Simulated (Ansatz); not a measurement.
Run this with the Ansatz DFT code, driven from Python and show what comes out.

The script, `geh4si.py`:
```python
"""Vertical spin-state energies of GeH4Si."""

import warnings

import ansatz as az

params = {
    "basis": "def2-SVP",
    "functional": "pbe0",
    "dispersion": "d3bj",
}

warnings.simplefilter("ignore", az.DeckWarning)

geometry_ang = [
    ("Si", (-0.6585, 0.018, 0.0112)),
    ("Ge", (1.5124, 0.8147, -0.0648)),
    ("H", (-0.8562, -0.7464, 1.2517)),
    ("H", (-1.5975, 1.1491, -0.0232)),
    ("H", (-0.9, -0.8558, -1.1467)),
    ("H", (2.4998, -0.3796, -0.0281)),
]
geh4si = az.Crystal.molecule()
for symbol, xyz in geometry_ang:
    geh4si = geh4si.atom(symbol, xyz)

calc = (
    geh4si.calculation()
    .basis(gaussian=params["basis"])
    .functional(params["functional"], dispersion=params["dispersion"])
)
found = {}
for unpaired in [0, 2, 4]:
    report = calc.spin("collinear", total=unpaired).run().report
    s = unpaired / 2
    found[unpaired] = report["free_energy_ev"]
    print(f"2S+1 = {unpaired + 1}: E = {found[unpaired]:.5f} eV, <S^2> = {abs(report['mean_field']['state']['spin_squared']):.3f} (pure state {s * (s + 1):.2f})")
lowest = min(found, key=found.get)
for unpaired, e in found.items():
    print(f"multiplicity {unpaired + 1}: {(e - found[lowest]):.3f} eV above the lowest")
```

```console
$ python geh4si.py
2S+1 = 1: E = -64439.09631 eV, <S^2> = 0.282 (pure state 0.00)
2S+1 = 3: E = -64438.68274 eV, <S^2> = 2.003 (pure state 2.00)
2S+1 = 5: E = -64431.98372 eV, <S^2> = 6.004 (pure state 6.00)
multiplicity 1: 0.000 eV above the lowest
multiplicity 3: 0.414 eV above the lowest
multiplicity 5: 7.113 eV above the lowest
```

In order: multiplicity 1 (+0.00 eV), multiplicity 3 (+0.41 eV) and multiplicity 5 (+7.11 eV), all at the one geometry.

Notes:
- Total energies depend on the basis set; only differences at equal settings carry meaning.
- The geometry is a force-field or estimated start, not a minimum of this method, and the basis set is short of its limit. All parts are taken at fixed geometry, without zero-point energy.
- The species is open-shell (spin multiplicity 3).
- The expectation value of S² is noticeably off S(S+1) in at least one run, so that state is spin-contaminated.
- Run time: 12 s on 1 thread of Arm Neoverse V2, on a shared host, peak memory 0.24 GiB.

(Lines on the test bed's own set-up are left out of the output.)
